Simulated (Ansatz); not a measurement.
# Cu: strong compression

One table from this session's results is given with a row withheld; the runs are named, their logs left out.

Program: Ansatz 0.2.0. Level of theory: DFT PBEsol, with the methods named in each step. These are calculated values, not measurements.

## The starting structure

Symmetry: Fm-3m, No. 225, cubic system. Conventional cell: a = 3.563 Å, b = 3.563 Å, c = 3.563 Å, α = 90.00°, β = 90.00°, γ = 90.00°. Cu (site symmetry m-3m) has 12 Cu at 2.52 Å in its first shell of neighbours.

Coordinates:

```
CELL_PARAMETERS angstrom
0.00000 1.78139 1.78139
1.78139 0.00000 1.78139
1.78139 1.78139 0.00000
ATOMIC_POSITIONS crystal
Cu 0.00000 0.00000 0.00000
```

Whether this phase is the stable one at these pressures isn't tested.

The first run:

File input.yaml:

```yaml
crystal:
  lattice:
    - [0.0, 1.7813926735, 1.7813926735]
    - [1.7813926735, 0.0, 1.7813926735]
    - [1.7813926735, 1.7813926735, 0.0]
  atoms:
    - { symbol: Cu, position: [0.0, 0.0, 0.0] }
kpoints:
  mp_grid: { grid: [20, 20, 20] }
scf:
  occupations: { method: fermi_dirac, width: 0.08 }
hamiltonian:
  xc: pbesol
  pseudopotentials: { kind: paw }
output:
  forces: true
  stress: true
relax:
  f_tol: 0.005
  max_steps: 40
  cell: {}
```

On the command line:

```console
> ansatz run input.yaml --threads 1 --pin off --max-ram 2048MiB --backend cpu --events-out ev --progress --plain --runs-dir out
```

Steps of the session up to this table: Cell relaxed at zero pressure, PAW; Volume scaled by 1, PAW; Volume scaled by 0.88, PAW; Volume scaled by 0.78, PAW; Volume scaled by 0.68, PAW; Volume scaled by 0.58, PAW; Volume scaled by 0.5, PAW; Volume scaled by 0.43, PAW; Volume scaled by 0.43, PAW (core large).

One table of the session follows, with a row left open; its other results are not shown here.

 The rows PAW, 0.43 and PAW (core large), 0.43 agree to the last digit and may rest on the same set-up.

| method | volume over the first | volume (Å³/atom) | pressure (GPa) |
| --- | --- | --- | --- |
| PAW | 1 | 11.316 | 0.00 |
| PAW | 0.88 | 9.958 | 29.51 |
| PAW | 0.78 | 8.826 | 77.21 |
| PAW | 0.68 | 7.695 | 167.68 |
| PAW | 0.58 | ? | ? |
| PAW | 0.5 | 5.658 | 631.85 |
| PAW | 0.43 | 4.866 | 1095.70 |
| PAW (core large) | 0.43 | 4.866 | 1095.70 |

**Question.** Estimate the row for PAW, 0.58.

**Answer.** volume (Å³/atom): 6.563; pressure (GPa): 348.23. In the column «volume (Å³/atom)» it lies between PAW, 0.5 (5.658) and PAW, 0.68 (7.695).

To keep in mind: At pressures up to 1096 GPa the PAW spheres may overlap and frozen cores may not hold, so those PAW values are rough without an all-electron check. Warnings in the runs' records: datasets by core.
